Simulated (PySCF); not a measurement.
# CH6NO3Ta (Ta(NMe)(OH)3): the cost of one run

Programs: PySCF 2.14.0, with routines of our own; each step states its level. All values are computed. Atoms count from 0.

### 1 The starting structure

12 atoms, charge 0, multiplicity 1; geometry from: GFN2-xTB.

### 2 Relaxing the molecule at PBE0-D3(BJ)/def2-SVP

What the job is given:

```
{"job": {"xc": "PBE0", "basis": "def2-SVP", "d3": "d3bj", "grid": 1, "maxiter": 30, "shake": 0.03, "kind": "geom"}, "charge": 0, "multiplicity": 1}
Ta     0.085140    -0.071950    -0.984780
N     -0.053340    -0.037150     0.785600
C     -0.040380     0.002750     2.177850
H      0.753820    -0.792240     2.575050
H      0.427210     0.942280     2.520660
H     -0.993850    -0.091980     2.626710
O      1.840190     0.364270    -1.526740
H      2.179830     0.465330    -2.443810
O     -1.122270     1.390290    -1.569940
H     -1.727970     2.053920    -1.313900
O     -0.510240    -1.735260    -1.575320
H     -0.722670    -2.573000    -1.220390
```

Started as:

```sh
$ OMP_NUM_THREADS=1 python heavy_run.py task.json out
```

One launch serves the whole session: the jobs run in the order shown.

**Question.** How long does this first job take on 1 thread of Intel Xeon Platinum 8488C, shared host, and how much memory does it need?

About 84 s, with a peak of 0.55 GiB.
